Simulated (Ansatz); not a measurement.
Which YAML input does this script hand to the engine? (the Ansatz DFT code, driven from Python)

The script, `ch7al2nsi.py`:
```python
"""Geometry optimisation of CH7Al2NSi."""

import ansatz as az
import numpy as np

BASIS_SET = "6-31G*"
XC = "B3LYP"
VDW = "d4"

GEOMETRY = """
N    -2.61390    1.42460    0.94800
Al   -1.53030    0.51750   -0.27200
Si    0.35570   -0.58670    0.53030
C     1.45230   -1.53400   -0.72000
Al    2.28870    0.18730   -0.70310
H    -2.96740    0.80070    1.66220
H    -2.03780    2.18080    1.42040
H    -1.84010    0.48150   -1.83400
H     0.78490   -0.63830    2.00170
H     1.95990   -2.38450   -0.26030
H     0.80940   -1.76610   -1.62770
H     3.41540    1.26210   -1.11140
"""


def main() -> None:
    ch7al2nsi = az.Crystal.molecule()
    for line in GEOMETRY.strip().splitlines():
        symbol, *xyz = line.split()
        ch7al2nsi = ch7al2nsi.atom(symbol, [float(v) for v in xyz])

    calculation = (
        ch7al2nsi.calculation()
        .basis(gaussian=BASIS_SET)
        .functional(XC, dispersion=VDW)
    )
    symbols = [site.symbol for site in ch7al2nsi.cartesian_sites]
    start = np.array([site.position_ang for site in ch7al2nsi.cartesian_sites], dtype=float)
    def progress(event):
        if event["event"] == "relax_step":
            row = event["data"]
            print(f"step {row['step']:3d}  E = {row['lagrangian_ev']:.6f} eV  largest force component {row['allowed_force_max_ev_ang']:.4f} eV/A")


    r = calculation.relax(force_tolerance=0.01).session().plan().execute(on_event=progress).report
    end = np.array(r["positions_ang"])

    for key in ("converged", "free_energy_ev", "reference_energy_ev", "n_frozen", "n_occupied", "n_virtual"):
        print(f"{key:22s} {r[key]}")

    print("final positions (A) and the move of each atom")
    for symbol, xyz, old in zip(symbols, end, start):
        print(f"{symbol:2s} {xyz[0]:10.5f} {xyz[1]:10.5f} {xyz[2]:10.5f}   {np.linalg.norm(xyz - old):7.4f}")


if __name__ == "__main__":
    main()
```

```console
$ python ch7al2nsi.py
step   1  E = -23711.989705 eV  largest force component 1.4743 eV/A
step   2  E = -23712.266139 eV  largest force component 0.8189 eV/A
step   3  E = -23712.338020 eV  largest force component 0.6651 eV/A
step   4  E = -23712.416634 eV  largest force component 0.7340 eV/A
step   5  E = -23712.497013 eV  largest force component 0.9931 eV/A
step   6  E = -23712.572913 eV  largest force component 1.3323 eV/A
step   7  E = -23712.658833 eV  largest force component 0.4595 eV/A
step   8  E = -23712.684861 eV  largest force component 0.3058 eV/A
step   9  E = -23712.667919 eV  largest force component 0.3940 eV/A
step  10  E = -23712.711084 eV  largest force component 0.2902 eV/A
step  11  E = -23712.722011 eV  largest force component 0.1471 eV/A
step  12  E = -23712.734179 eV  largest force component 0.1475 eV/A
step  13  E = -23712.738580 eV  largest force component 0.1906 eV/A
step  14  E = -23712.743224 eV  largest force component 0.1278 eV/A
step  15  E = -23712.742823 eV  largest force component 0.1274 eV/A
step  16  E = -23712.746701 eV  largest force component 0.0350 eV/A
step  17  E = -23712.746623 eV  largest force component 0.0881 eV/A
step  18  E = -23712.748058 eV  largest force component 0.0267 eV/A
step  19  E = -23712.749104 eV  largest force component 0.0380 eV/A
step  20  E = -23712.750189 eV  largest force component 0.0743 eV/A
step  21  E = -23712.750148 eV  largest force component 0.1364 eV/A
step  22  E = -23712.750943 eV  largest force component 0.0762 eV/A
step  23  E = -23712.751189 eV  largest force component 0.0713 eV/A
step  24  E = -23712.751412 eV  largest force component 0.0598 eV/A
step  25  E = -23712.751625 eV  largest force component 0.0366 eV/A
step  26  E = -23712.751755 eV  largest force component 0.0209 eV/A
step  27  E = -23712.751785 eV  largest force component 0.0149 eV/A
step  28  E = -23712.751798 eV  largest force component 0.0109 eV/A
step  29  E = -23712.751812 eV  largest force component 0.0058 eV/A
converged              True
free_energy_ev         -23712.75213783106
reference_energy_ev    -23712.3176315432
n_frozen               0
n_occupied             [30, 30]
n_virtual              [71, 71]
final positions (A) and the move of each atom
N    -2.63368    1.32363    1.10563    0.1882
Al   -1.53424    0.64014   -0.12072    0.1948
Si    0.59634   -0.31761    0.50210    0.3621
C     1.50528   -1.49177   -0.80213    0.1065
Al    2.62327    0.10078   -0.63305    0.3526
H    -2.48651    1.29540    2.10706    0.8209
H    -3.50435    1.79552    0.89110    1.6060
H    -1.97159    0.80160   -1.64195    0.3958
H     0.74413   -0.83267    1.89952    0.2233
H     1.82988   -2.46038   -0.40987    0.2122
H     0.92856   -1.65054   -1.71968    0.1898
H     3.97969    0.74080   -1.14390    0.7689
```

`input.yaml`:
```yaml
crystal:
  periodic: [false, false, false]
  atoms:
    - { symbol: "N", position_ang: [-2.6139, 1.4246, 0.948] }
    - { symbol: Al, position_ang: [-1.5303, 0.5175, -0.272] }
    - { symbol: Si, position_ang: [0.3557, -0.5867, 0.5303] }
    - { symbol: C, position_ang: [1.4523, -1.534, -0.72] }
    - { symbol: Al, position_ang: [2.2887, 0.1873, -0.7031] }
    - { symbol: H, position_ang: [-2.9674, 0.8007, 1.6622] }
    - { symbol: H, position_ang: [-2.0378, 2.1808, 1.4204] }
    - { symbol: H, position_ang: [-1.8401, 0.4815, -1.834] }
    - { symbol: H, position_ang: [0.7849, -0.6383, 2.0017] }
    - { symbol: H, position_ang: [1.9599, -2.3845, -0.2603] }
    - { symbol: H, position_ang: [0.8094, -1.7661, -1.6277] }
    - { symbol: H, position_ang: [3.4154, 1.2621, -1.1114] }
basis:
  gaussian:
    orbitals: "6-31G*"
hamiltonian:
  xc: b3lyp
  dispersion: d4
relax:
  f_tol: 0.01
```

Reading the output:
- Total energies depend on the basis set; only differences at equal settings carry meaning.
- The end point is the stationary point reached from this start; no frequency run checks that it is a minimum, and the basis set is modest.
- Total less reference energy is the dispersion correction.
- b3lyp holds the VWN-RPA fit, as in Gaussian; the form of ORCA and Turbomole is b3lyp5.
- Timing: 2.8 min on 1 thread of Arm Neoverse V2, on a shared host, peak memory 0.31 GiB.

(Lines on the test bed's own set-up are left out of the output.)
